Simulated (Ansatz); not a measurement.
# SrHg2: the cost of one run

Program: Ansatz 0.2.0. Level of theory: DFT PBE, scalar-relativistic, plane waves, PAW. These are calculated values, not measurements.

### Step 1. The structure to begin with

The structure is tetragonal, space group P4/mmm (No. 123). Conventional cell: a = 3.736 Å, b = 3.736 Å, c = 18.000 Å, α = 90.00°, β = 90.00°, γ = 90.00°. Sr (site symmetry 4/mmm) is surrounded by 8 Hg at 3.21 Å. Hg (site symmetry 4mm) is surrounded by 4 Sr at 3.21 Å and 5 Hg at 3.63 to 3.74 Å.

As a file:

```cif
data_structure
_symmetry_space_group_name_H-M 'P4/mmm'
_symmetry_Int_Tables_number 123
_cell_length_a 3.7361
_cell_length_b 3.7361
_cell_length_c 18.0000
_cell_angle_alpha 90.000
_cell_angle_beta 90.000
_cell_angle_gamma 90.000
_cell_volume 251.26
loop_
_atom_site_label
_atom_site_type_symbol
_atom_site_symmetry_multiplicity
_atom_site_Wyckoff_symbol
_atom_site_fract_x
_atom_site_fract_y
_atom_site_fract_z
_atom_site_occupancy
Sr1 Sr 1 b 0.00000 0.00000 0.50000 1
Hg1 Hg 2 h 0.50000 0.50000 0.60090 1
```

Recipe of the guess: species swapped into a sheet modelled on a layer of NdI2, with Hg on the I sites and Sr on the Nd sites. Its size is a rough estimate.

It is a sheet, periodic along a and b, with vacuum along c; volumes and pressures of the box carry no meaning, and space groups named for it are those of the box.

### Step 2. The guess as it stands, on a coarse mesh

Contents of input.yaml:

```yaml
crystal:
  lattice:
    - [3.73614812, 0.0, 0.0]
    - [0.0, 3.73614812, 0.0]
    - [0.0, 0.0, 18.0]
  atoms:
    - { symbol: Sr, position: [0.0, 0.0, 0.5] }
    - { symbol: Hg, position: [0.5, 0.5, 0.60089503] }
    - { symbol: Hg, position: [0.5, 0.5, 0.39910497] }
  periodic: [true, true, false]
basis:
  ecutwfc: 420
kpoints:
  mp_grid: { grid: [6, 6, 1] }
hamiltonian:
  xc: pbe
scf:
  occupations: { method: gaussian, width: 0.1 }
  lower_state_search: "off"
output:
  forces: true
  stress: true
  eigenvalues: true
```

Run with:

```
> ansatz run input.yaml --threads 1 --pin off --max-ram 2048MiB --backend cpu --events-out ev --progress --plain --runs-dir out
```

Q: Estimate wall time and peak memory on 1 thread of Arm Neoverse V2, shared host.

About 8.5 s, with a peak of 0.54 GiB.
